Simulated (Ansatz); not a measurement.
# BeCo: from the listed structure to its properties

One table from this session's results is given with a row withheld; the runs are named, their logs left out.

Program: Ansatz 0.2.0. Level of theory: DFT r2SCAN, scalar-relativistic, plane waves, PAW. These are calculated values, not measurements.

**The starting structure**

The structure is cubic, space group Pm-3m (No. 221). The conventional cell has a = 2.606 Å, b = 2.606 Å, c = 2.606 Å, α = 90.00°, β = 90.00°, γ = 90.00°. Be (site symmetry m-3m) is surrounded by 8 Co at 2.26 Å. Co (site symmetry m-3m) is surrounded by 8 Be at 2.26 Å.

As a file:

```
Be Co
1.0
     2.60600    0.00000    0.00000
     0.00000    2.60600    0.00000
     0.00000    0.00000    2.60600
Be Co
1 1
Cartesian
  0.0000 0.0000 0.0000
  1.3030 1.3030 1.3030
```

The structure comes from the Crystallography Open Database.

Set-up of the first run:

(A quick probe on a coarse mesh, which set the mesh and smearing, is not shown.)

Contents of input.yaml:

```yaml
crystal:
  lattice:
    - [2.606, 0.0, 0.0]
    - [0.0, 2.606, 0.0]
    - [0.0, 0.0, 2.606]
  atoms:
    - { symbol: Be, position: [0.0, 0.0, 0.0] }
    - { symbol: Co, position: [0.5, 0.5, 0.5], spin: 0.74 }
basis:
  ecutwfc: 500
kpoints:
  mp_grid: { grid: [16, 16, 16] }
hamiltonian:
  xc: r2scan
scf:
  occupations: { method: gaussian, width: 0.1 }
output:
  forces: true
  stress: true
  eigenvalues: true
  populations: true
magnetization:
  spin_polarized: true
relax:
  adjacent_minimum: "off"
  f_tol: 0.005
  max_steps: 80
  cell: { stress_tol: 0.05 }
```

Run with:

```sh
> ansatz run input.yaml --threads 1 --pin off --max-ram 2560MiB --backend cpu --events-out ev --progress --plain --runs-dir out
```

Among the steps run: The relaxation; Static run: bands, density of states and charges; Volume × 0.97; Volume × 1.03; Volume × 0.94; Point at V/V0 = 1.06.

One table of the session follows, with a row left open; its other results are not shown here.

It belongs to the step «Fit of the equation of state». 

| volume (Å³/atom) | energy above the lowest point (meV/atom) | pressure (GPa) | largest moment (μB) |
| --- | --- | --- | --- |
| 8.005 | 22.1 | 14.77 | 0.45 |
| 8.260 | ? | ? | ? |
| 8.516 | 0.0 | -0.03 | 0.51 |
| 8.771 | 5.0 | -5.83 | 0.55 |
| 9.027 | 18.4 | -10.63 | 0.62 |

**Question.** Estimate the row for volume (Å³/atom) = 8.260.

Worked estimate for «energy above the lowest point (meV/atom)». A straight line through the neighbours (8.005, 22.1) and (8.516, 0.0) gives 22.1 + (0.0 − 22.1) × (8.260 − 8.005) / (8.516 − 8.005) = 11.1; a parabola fitted to 3 rows on both sides gives 5.7.

The run gave: energy above the lowest point (meV/atom): 5.1; pressure (GPa): 6.79; largest moment (μB): 0.48. In «energy above the lowest point (meV/atom)» the line misses by +6.0 and the parabola by +0.6.

To keep in mind: Other magnetic orders or occupations could lie lower; they were not searched in full. Warnings in the runs' records: stability check not made.
